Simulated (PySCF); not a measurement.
# C4HFN3−: NMR shifts and spin-spin couplings

Aim: predict the NMR shifts and spin-spin couplings of C4HFN3− (`N#Cc1cn[n-]c1F`).

The runs use PySCF 2.14.0, with density-fitted response routines of our own; the level of theory stands in each step. All values are computed, except where a source is named. Atoms are numbered from 0 throughout.

## Step 1: The starting structure

9 atoms, charge -1, multiplicity 1; geometry from: GFN2-xTB.

Bonds of the start (Å): N0–C1 1.16, C1–C2 1.38, C2–C3 1.41, C3–N4 1.32, N4–N5 1.35, N5–C6 1.31, C6–F7 1.36, C6–C2 1.41, C3–H8 1.08.

## Step 2: NMR shieldings: PBE0/pcSseg-1

The job: settings as JSON, then the geometry in Å.

```
{"job": {"kind": "nmr", "xc": "PBE0", "basis": "pcSseg-1"}, "charge": -1, "multiplicity": 1}
N      2.913751     0.033859    -0.201738
C      1.759729     0.023505    -0.121681
C      0.383498    -0.011697    -0.030498
C     -0.493006    -1.114424    -0.150509
N     -1.747516    -0.735435    -0.000537
N     -1.782185     0.593009     0.219086
C     -0.543306     1.025338     0.203195
F     -0.243303     2.335167     0.395392
H     -0.234100    -2.143329    -0.337890
```

With the program's defaults for keys left out, this is: GIAO PBE0/pcSseg-1 NMR shielding, non-relativistic, gas phase.

The program printed:

```text
coarse grid: 9240 points
cycle   1  E = -416.5116069941  dE =  1.516e+00  |g| = 6.208e-01  |ddm| = 3.394e+00
cycle   2  E = -416.3514828568  dE =  1.601e-01  |g| = 1.091e+00  |ddm| = 2.070e+00
cycle   3  E = -416.5838168785  dE = -2.323e-01  |g| = 2.091e-01  |ddm| = 1.352e+00
cycle   4  E = -416.5924531857  dE = -8.636e-03  |g| = 7.577e-02  |ddm| = 2.233e-01
cycle   5  E = -416.5935249023  dE = -1.072e-03  |g| = 2.078e-02  |ddm| = 7.921e-02
cycle   6  E = -416.5936103792  dE = -8.548e-05  |g| = 7.860e-03  |ddm| = 2.842e-02
cycle   7  E = -416.5936223241  dE = -1.194e-05  |g| = 2.994e-03  |ddm| = 1.072e-02
cycle   8  E = -416.5936242072  dE = -1.883e-06  |g| = 6.177e-04  |ddm| = 3.398e-03
final grid: 94784 points
cycle   9  E = -416.6437099618  dE = -2.897e-05  |g| = 6.324e-03  |ddm| = 2.962e-02
cycle  10  E = -416.6437007937  dE =  9.168e-06  |g| = 9.574e-03  |ddm| = 1.557e-02
cycle  11  E = -416.6437179609  dE = -1.717e-05  |g| = 1.475e-03  |ddm| = 9.627e-03
cycle  12  E = -416.6437184343  dE = -4.733e-07  |g| = 5.331e-04  |ddm| = 2.154e-03
cycle  13  E = -416.6437184924  dE = -5.817e-08  |g| = 1.203e-04  |ddm| = 6.363e-04
cycle  14  E = -416.6437184937  dE = -1.228e-09  |g| = 7.833e-05  |ddm| = 1.504e-04
cycle  15  E = -416.6437184949  dE = -1.251e-09  |g| = 1.887e-05  |ddm| = 7.641e-05
cycle  16  E = -416.6437184950  dE = -7.014e-11  |g| = 4.504e-06  |ddm| = 1.914e-05
converged SCF energy = -416.6437184950

GIAO shielding tensors (ppm)
atom      isotropic    diamagn.    paramagn.     s11        s22        s33       span
  0 N      -32.654     344.944    -377.598   -197.933    -93.654    193.625    391.558
  1 C       60.650     256.238    -195.588    -55.623    -46.336    283.909    339.533
  2 C      118.224     259.986    -141.762     74.901    114.838    164.932     90.031
  3 C       42.649     246.376    -203.726    -51.008     64.860    114.097    165.105
  4 N      -86.169     327.592    -413.761   -345.454    -96.756    183.703    529.157
  5 N      -65.197     330.405    -395.602   -284.925    -63.846    153.180    438.104
  6 C       10.216     244.936    -234.720    -64.609     45.485     49.772    114.381
  7 F      317.983     472.742    -154.759    213.760    347.222    392.968    179.209
  8 H       24.387      31.172      -6.785     22.847     23.645     26.669      3.822
```

Run time: 13 s. Hardware: 1 thread, shared host.

The references, computed at this level on geometries of the same kind, shield at (ppm): 1H TMS 31.72, 13C TMS 186.9, 19F CFCl3 170.9, 15N NH3 267.7. Their shielding less the atom's gives the shift. The references are single molecules in the gas phase, so shifts against H2O, NH3, PH3, H3PO4 or CFCl3 are not on the usual liquid scales and can be off by tens of ppm.

| atoms | environment | σ (ppm) | δ (ppm) |
| --- | --- | --- | --- |
| C6 | aromatic carbon bearing fluorine | 10.2 | 176.7 |
| C3 | aromatic CH next to a ring nitrogen | 42.6 | 144.3 |
| C1 | nitrile carbon | 60.7 | 126.3 |
| C2 | substituted aromatic carbon | 118.2 | 68.7 |
| H8 | hydrogen on an aromatic CH next to a ring nitrogen | 24.39 | 7.33 |
| N4 | pyridine-type nitrogen of an azole | -86.2 | 353.9 |
| N5 | pyridine-type nitrogen of an azole | -65.2 | 332.9 |
| N0 | nitrile nitrogen | -32.7 | 300.4 |
| F7 | aryl fluorine | 318.0 | -147.0 |

Charges from the same density, by scheme (e):

| atoms | Mulliken | IAO | Hirshfeld | ESP fit |
| --- | --- | --- | --- | --- |
| N0 | -0.34 | -0.37 | -0.33 | -0.59 |
| C1 | 0.12 | 0.15 | 0.03 | 0.42 |
| C2 | -0.51 | -0.26 | -0.11 | -0.43 |
| C3 | 0.15 | -0.10 | -0.08 | 0.12 |
| N4 | -0.32 | -0.28 | -0.23 | -0.41 |
| N5 | -0.33 | -0.31 | -0.25 | -0.48 |
| C6 | 0.50 | 0.33 | 0.06 | 0.62 |
| F7 | -0.30 | -0.29 | -0.13 | -0.30 |

Mayer bond orders: N0–C1 3.03, C1–C2 1.04, C2–C3 1.24, C3–N4 1.59, N4–N5 1.20, N5–C6 1.61, C6–F7 0.96, C6–C2 1.27.

Ring of atoms C2, C3, N4, N5, C6: NICS(0) -13.2, NICS(1) -11.4, NICS(1)zz -27.6 ppm (means of both faces).

## Step 3: Spin-spin couplings: B3LYP/pcJ-1

The job, as its differences from that of step 2:

```diff
@@ -1,2 +1,2 @@
-{"job": {"kind": "nmr", "xc": "PBE0", "basis": "pcSseg-1"}, "charge": -1, "multiplicity": 1}
+{"job": {"kind": "j", "xc": "B3LYP", "basis": "pcJ-1"}, "charge": -1, "multiplicity": 1}
 N      2.913751     0.033859    -0.201738
```

Level: B3LYP/pcJ-1 indirect spin-spin coupling, non-relativistic, gas phase.

The program printed:

```text
coarse grid: 9240 points
cycle   1  E = -416.9866888617  dE =  1.440e+00  |g| = 6.771e-01  |ddm| = 3.358e+00
cycle   2  E = -416.7710087278  dE =  2.157e-01  |g| = 1.243e+00  |ddm| = 2.022e+00
cycle   3  E = -417.0650159726  dE = -2.940e-01  |g| = 2.561e-01  |ddm| = 1.318e+00
cycle   4  E = -417.0777100268  dE = -1.269e-02  |g| = 9.643e-02  |ddm| = 2.489e-01
cycle   5  E = -417.0793785298  dE = -1.669e-03  |g| = 2.924e-02  |ddm| = 8.782e-02
cycle   6  E = -417.0795456654  dE = -1.671e-04  |g| = 1.037e-02  |ddm| = 3.277e-02
cycle   7  E = -417.0795660091  dE = -2.034e-05  |g| = 3.981e-03  |ddm| = 1.272e-02
cycle   8  E = -417.0795692426  dE = -3.234e-06  |g| = 8.660e-04  |ddm| = 4.020e-03
final grid: 94784 points
cycle   9  E = -417.1438460597  dE = -1.185e-04  |g| = 6.087e-03  |ddm| = 1.976e-02
cycle  10  E = -417.1438349376  dE =  1.112e-05  |g| = 9.883e-03  |ddm| = 1.277e-02
cycle  11  E = -417.1438518641  dE = -1.693e-05  |g| = 1.343e-03  |ddm| = 8.545e-03
cycle  12  E = -417.1438520689  dE = -2.048e-07  |g| = 1.005e-03  |ddm| = 2.115e-03
cycle  13  E = -417.1438522842  dE = -2.153e-07  |g| = 1.601e-04  |ddm| = 9.386e-04
cycle  14  E = -417.1438522889  dE = -4.614e-09  |g| = 5.267e-05  |ddm| = 1.567e-04
cycle  15  E = -417.1438522893  dE = -4.837e-10  |g| = 2.219e-05  |ddm| = 5.849e-05
converged SCF energy = -417.1438522893

Indirect spin-spin couplings (Hz)
  i      j    bonds     total        FC       PSO       DSO        SD
  0 N    1 C    1    -23.900   -19.000     0.759    -0.014    -5.645
  0 N    2 C    2      2.197     1.294     0.690     0.058     0.154
  0 N    3 C    3     -0.250    -0.461     0.254     0.029    -0.072
  0 N    4 N    4      0.330     0.051     0.145    -0.015     0.148
  0 N    5 N    4      0.266     0.034     0.156    -0.016     0.090
  0 N    6 C    3     -0.511    -0.554     0.198     0.026    -0.180
  0 N    7 F    4      0.550    -0.137     1.197     0.065    -0.575
  0 N    8 H    4      0.204     0.107     0.033     0.080    -0.016
  1 C    2 C    1    110.230   112.567    -2.957     0.327     0.293
  1 C    3 C    2      5.441     5.309     0.138     0.018    -0.024
  1 C    4 N    3     -0.428    -0.241    -0.169     0.032    -0.049
  1 C    5 N    3     -0.434    -0.207    -0.201     0.033    -0.060
  1 C    6 C    2      3.632     3.417     0.197     0.044    -0.026
  1 C    7 F    3     -6.008    -5.329    -0.526     0.062    -0.216
  1 C    8 H    3      0.613     0.597     0.038     0.023    -0.045
  2 C    3 C    1     68.257    72.466    -5.015     0.327     0.479
  2 C    4 N    2      0.058    -0.422     0.669     0.002    -0.190
  2 C    5 N    2     -2.330    -2.602     0.329     0.002    -0.058
  2 C    6 C    1     92.007    95.581    -4.700     0.405     0.721
  2 C    7 F    2     25.384    38.855   -15.500    -0.075     2.104
  2 C    8 H    2     13.459    14.157    -0.459    -0.269     0.029
  3 C    4 N    1      3.150    -2.691     6.828    -0.095    -0.892
  3 C    5 N    2      1.356     0.739     0.718     0.017    -0.118
  3 C    6 C    2     22.511    21.137     0.631     0.085     0.658
  3 C    7 F    3      1.394     3.550    -2.248    -0.397     0.488
  3 C    8 H    1    184.101   182.457     0.195     1.066     0.382
  4 N    5 N    1    -21.971   -18.822    -3.204     0.040     0.015
  4 N    6 C    2      5.837     6.099    -0.118    -0.003    -0.141
  4 N    7 F    3     11.071     4.453     6.416     0.195     0.007
  4 N    8 H    2    -11.700   -12.926     1.038     0.153     0.034
  5 N    6 C    1      1.882    -3.240     6.330    -0.131    -1.077
  5 N    7 F    2    -29.892   -39.028    11.523     0.060    -2.448
  5 N    8 H    3     -2.343    -2.664     0.047     0.277    -0.004
  6 C    7 F    1   -302.317  -311.243     0.793     1.031     7.102
  6 C    8 H    3      5.228     5.308     0.424    -0.486    -0.018
  7 F    8 H    4     -0.535     0.525     0.587    -1.733     0.086
```

Run time: 52 s. Hardware: 1 thread, shared host.

A choice of the couplings up to four bonds, sorted by the number of bonds; isotopes 13C, 19F, 1H, 15N:

| pair | bonds | J (Hz) | Fermi contact (Hz) | dihedral (°) |
| --- | --- | --- | --- | --- |
| C6–F7 | 1 | -302.3 | -311.2 | – |
| C3–H8 | 1 | 184.1 | 182.5 | – |
| C1–C2 | 1 | 110.2 | 112.6 | – |
| C2–C6 | 1 | 92.0 | 95.6 | – |
| C2–C3 | 1 | 68.3 | 72.5 | – |
| N0–C1 | 1 | -23.9 | -19.0 | – |
| N4–N5 | 1 | -22.0 | -18.8 | – |
| C3–N4 | 1 | 3.1 | -2.7 | – |
| N5–C6 | 1 | 1.9 | -3.2 | – |
| N5–F7 | 2 | -29.9 | -39.0 | – |
| C2–F7 | 2 | 25.4 | 38.9 | – |
| C3–C6 | 2 | 22.5 | 21.1 | – |
| C2–H8 | 2 | 13.5 | 14.2 | – |
| N4–H8 | 2 | -11.7 | -12.9 | – |
| N4–C6 | 2 | 5.8 | 6.1 | – |
| C1–C3 | 2 | 5.4 | 5.3 | – |
| C1–C6 | 2 | 3.6 | 3.4 | – |
| C2–N5 | 2 | -2.3 | -2.6 | – |
| N4–F7 | 3 | 11.1 | 4.5 | 180 |
| C1–F7 | 3 | -6.0 | -5.3 | 0 |
| C6–H8 | 3 | 5.2 | 5.3 | 180 |
| N5–H8 | 3 | -2.3 | -2.7 | -180 |
| C3–F7 | 3 | 1.4 | 3.5 | -180 |

Quadrupole couplings from the field gradients of the same density:

| atom | isotope | eQq/h (MHz) | η |
| --- | --- | --- | --- |
| N4 | 14N | -4.784 | 0.42 |
| N5 | 14N | -4.405 | 0.55 |
| N0 | 14N | -3.812 | 0.50 |

Joined with the shifts from before (PBE0/pcSseg-1, unscaled), the couplings predict the line list below for 500 MHz.

1H NMR δ 7.33 (s, 1H).

## Step 4: Summary of results

| quantity | value |
| --- | --- |
| 13C shifts against TMS (PBE0/pcSseg-1) | 176.7, 144.3, 126.3, 68.7 ppm |
| 1H shifts against TMS (PBE0/pcSseg-1) | 7.33 ppm |
| 15N shifts against NH3 (PBE0/pcSseg-1) | 353.9, 332.9, 300.4 ppm |
| 19F shifts against CFCl3 (PBE0/pcSseg-1) | -147.0 ppm |
| largest coupling of the table (B3LYP/pcJ-1) | 1J(C,F) C6–F7, -302.3 Hz |

**Reading.** At PBE0/pcSseg-1: The widest tensor belongs to N4: span 529 ppm, with a paramagnetic part of -414 ppm. NICS(1)zz of -28 ppm above the planar ring from C2 marks a diatropic (aromatic) ring current. In the run at B3LYP/pcJ-1, the largest coupling of the table is C6–F7, -302.3 Hz, of which the Fermi-contact term gives -311.2 Hz.
